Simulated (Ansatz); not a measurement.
# InP: the cost of one run

Computed with Ansatz 0.2.0 (reference: DFT, HSE06, plane waves, PAW, unless a step's input says otherwise).

The COD entry's cell or inner coordinates are ideal or old and differ from later refinements, so a difference from it is no clean test against experiment.

5 further runs of the same task are left out: 2 for a known fault of the program, 3 that didn't finish.

**1. The system as given**

Symmetry: F-43m, No. 216, cubic system. The conventional cell has a = 5.908 Å, b = 5.908 Å, c = 5.908 Å, α = 90.00°, β = 90.00°, γ = 90.00°. Around In (site symmetry -43m) lie 4 P at 2.56 Å. P (site symmetry -43m) is surrounded by 4 In at 2.56 Å.

Coordinates:

```xyz
2
Lattice="0.0000 2.9538 2.9538 2.9538 0.0000 2.9538 2.9538 2.9538 0.0000" Properties=species:S:1:pos:R:3 pbc="T T T"
In    0.0000    0.0000    0.0000
P     1.4769    1.4769    1.4769
```

**2. Reference**

The input, input.yaml:

```yaml
crystal:
  lattice:
    - [0.0, 2.9538133802, 2.9538133802]
    - [2.9538133802, 0.0, 2.9538133802]
    - [2.9538133802, 2.9538133802, 0.0]
  atoms:
    - { symbol: In, position: [0.0, 0.0, 0.0] }
    - { symbol: P, position: [0.25, 0.25, 0.25] }
kpoints:
  mp_grid: { grid: [4, 4, 4] }
hamiltonian:
  xc: hse06
scf:
  occupations: { method: fixed }
  n_extra_bands: 4
output:
  forces: true
  stress: true
  eigenvalues: true
```

Started as:

```sh
$ ansatz run input.yaml --threads 4 --pin off --max-ram 3686MiB --backend cpu --events-out ev --progress --plain --runs-dir out
```

**Question.** How long does this run take on 4 threads of AMD EPYC 7R43 (Zen 3), shared host, and how much memory does it need?

About 5.6 s, with a peak of 0.71 GiB.
